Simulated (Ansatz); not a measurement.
I need a ladder of methods at one geometry of C₂H₄O₂Zn, SMILES O[C]1(O)[CH2][Zn]1. Use the Ansatz DFT code, driven from Python. Use (for the species named): revPBE, def2-SVP basis, multiplicity 1. The script varies functional: revpbe, lc_wpbe, r2scan0, hse06, b3lyp.

```yaml
atoms:
  - { symbol: O, position_ang: [0.3370, 1.1987, 0.8686] }
  - { symbol: C, position_ang: [0.2342, 0.2097, -0.0838] }
  - { symbol: O, position_ang: [1.3990, -0.5069, -0.0650] }
  - { symbol: C, position_ang: [-0.8523, -0.7027, 0.2198] }
  - { symbol: Zn, position_ang: [-0.5267, -0.8410, -1.6972] }
  - { symbol: H, position_ang: [0.3386, 2.0883, 0.3151] }
  - { symbol: H, position_ang: [1.9025, -0.2933, -0.9069] }
  - { symbol: H, position_ang: [-0.8626, -1.0198, 1.2793] }
  - { symbol: H, position_ang: [-1.8812, -0.1794, 0.0529] }
```

`c2h4o2zn_methods.py`:
```python
from dataclasses import dataclass
from pathlib import Path

import ansatz as az
import numpy as np


@dataclass(frozen=True)
class RunConfig:
    basis: str = "def2-SVP"


cfg = RunConfig()

GEOMETRY = """
O     0.33700    1.19870    0.86860
C     0.23420    0.20970   -0.08380
O     1.39900   -0.50690   -0.06500
C    -0.85230   -0.70270    0.21980
Zn   -0.52670   -0.84100   -1.69720
H     0.33860    2.08830    0.31510
H     1.90250   -0.29330   -0.90690
H    -0.86260   -1.01980    1.27930
H    -1.88120   -0.17940    0.05290
"""


def main() -> None:
    molecule = az.Crystal.molecule()
    for line in GEOMETRY.strip().splitlines():
        symbol, *xyz = line.split()
        molecule = molecule.atom(symbol, [float(v) for v in xyz])

    base = molecule.calculation().basis(gaussian=cfg.basis)

    print("functional    E (Ha)        dipole (D)   HOMO (eV)  LUMO (eV)")
    for name in ["revpbe", "lc_wpbe", "r2scan0", "hse06", "b3lyp"]:
        summary = base.functional(name).forces().orbitals().run(threads=1, backend="cpu", runs_dir="runs").report
        lines = Path(summary["orbitals_path"]).read_text().splitlines()
        field_of = lambda key: [line.split("=")[1].strip() for line in lines if line.startswith(key)]
        orbitals = [(27.211386 * float(e), s, float(n)) for e, s, n in zip(field_of("Ene="), field_of("Spin="), field_of("Occup="))]
        homo = max(e for e, _, n in orbitals if n > 0.5)
        lumo = min(e for e, _, n in orbitals if n < 0.5)
        dipole = 4.803205 * np.linalg.norm(summary["charge_distribution"]["dipole_moment_e_ang"])
        print(f"{name:10s} {summary['free_energy_ev'] / 27.211386246:14.6f} {dipole:9.3f} {homo:11.3f} {lumo:10.3f}")


if __name__ == "__main__":
    main()
```

Output of `python c2h4o2zn_methods.py`:
```text
functional    E (Ha)        dipole (D)   HOMO (eV)  LUMO (eV)
revpbe       -2007.670460     3.544      -3.969     -3.345
lc_wpbe      -2007.467207     5.001      -7.463     -0.937
r2scan0      -2007.648678     4.376      -5.203     -2.821
hse06        -2007.345267     4.205      -4.676     -3.166
b3lyp        -2007.902148     3.907      -4.921     -3.013
```

Reading the output:
- Total energies depend on the basis set; only differences at equal settings carry meaning.
- The geometry is a force-field or estimated start, not a minimum of this method, and the basis set is short of its limit. A lower total doesn't mark the better method: functionals have no common bound, and MP2 and coupled cluster aren't variational.
- b3lyp holds the VWN-RPA fit, as in Gaussian; the form of ORCA and Turbomole is b3lyp5.
- Levels such as HOMO and LUMO are orbital energies: with these approximate functionals they aren't the ionisation energy and electron affinity, and their gap isn't the fundamental gap.
- hse06 follows the composition of plane-wave codes, whose totals differ by tens of mHa, up to about 0.1 Ha, from the form usual in Gaussian-basis programs (wpbeh).
- Finished in 39 s on 1 thread of Intel(R) Xeon(R) Platinum 8488C (Sapphire Rapids), with other jobs on the host, peak memory 0.34 GiB.

(Lines on the test bed's own set-up are left out of the output.)
